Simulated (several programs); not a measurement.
**Many methods on one cell: Ga2SbP (ordering on zincblende)**

Ga2SbP, ordered on the zincblende lattice (P-4m2) with 4 atoms a cell, relaxed with r2SCAN in Ansatz, was computed with several methods. It is tetragonal, P-4m2 (No. 115); conventional cell a = 4.093 Å, c = 5.803 Å, 24.30 Å³ an atom. P is surrounded by 4 Ga at 2.42 Å; Ga is surrounded by 2 P at 2.42 Å and 2 Sb at 2.60 Å; Sb is surrounded by 4 Ga at 2.60 Å. Simulation only: spin-unpolarised, and no claim that this is the phase found in nature.

```
P Ga Sb
1.0
     4.09262    0.00000    0.00000
     0.00000    4.09262    0.00000
     0.00000    0.00000    5.80349
P Ga Sb
1 2 1
Cartesian
  0.0000 0.0000 0.0000
  0.0000 2.0463 4.5033
  2.0463 0.0000 1.3002
  2.0463 2.0463 2.9017
```

Gaps and times are for a single point on this cell; volume and bulk modulus come from each method's own relaxation or energy curve at fixed shape, which is too stiff where a cell has free coordinates or axes. Times are rough, from shared hosts (Arm Neoverse N1; Arm Neoverse V2), and each method has its own mesh and cell size. A double dagger marks a value from a curve with shape and coordinates held. A star marks a curve whose lowest point is an end point. PM6 (MOPAC), PM7 (MOPAC), GFN1-xTB (tblite) treat a cluster of cells at its zone centre, which samples few k points: where these miss a band edge, the gap comes out too large for that reason alone. Gaps from k meshes are read at a limited set of points (mesh, symmetry points, PBE's band edges), so each method's own least gap may be somewhat smaller. xTB and the PM methods were fitted mostly to molecules, and can miss a solid's gap by electronvolts. Minimal bases can be far off for gaps. Times of the plane-wave ladder aren't listed, since it ran on unlike processors and cards. GLLB-SC's gap includes the derivative discontinuity. d marks a direct gap, i an indirect one (no mark: not told apart), a dash a value that wasn't computed or didn't pass its checks.

```csv
method,kind,gap (eV),own volume (Å³/atom),bulk modulus (GPa),atoms computed,processor time
light PBE (260 eV and a coarse mesh),light plane-wave,0.13 d,–,–,4,1.4 s
GFN1-xTB (tblite),tight binding,0,27.21*‡,60*‡,cluster,2.5 s
PM6 (MOPAC),semi-empirical,6.29,–,–,cluster,3.1 s
PM7 (MOPAC),semi-empirical,4.45,–,–,cluster,3.6 s
PBE/SZV (CP2K),small basis,0.66 d,–,–,4,8 s
PBE/single zeta (GPAW),small basis,0.28 d,–,–,4,9.3 s
PBE,semilocal,0.14 d,25.17,56‡,4,–
GLLB-SC (GPAW),model potential,0.53,–,–,4,17 s
r2SCAN,semilocal,0.49 d,24.30,67‡,4,–
PBE/DZVP (CP2K),small basis,0.12 d,25.49‡,53‡,4,26 s
PBE+SOC,semilocal,0.02,–,–,4,–
HSE06,hybrid,0.86 d,–,–,4,–
```

Against HSE06 (0.86 eV) and with closed or daggered gaps left aside, the nearest gap at the points sampled is that of PBE/SZV (CP2K) (-0.20 eV) and the farthest that of PM6 (MOPAC) (+5.43 eV). HSE06 is only a yardstick of convenience, and nearness to it can be luck.

Volumes against r2SCAN's: PBE +3.6 %.

Runs without a result: GFN2-xTB (tblite) (single point).

Only the rows marked +SOC include spin-orbit coupling.
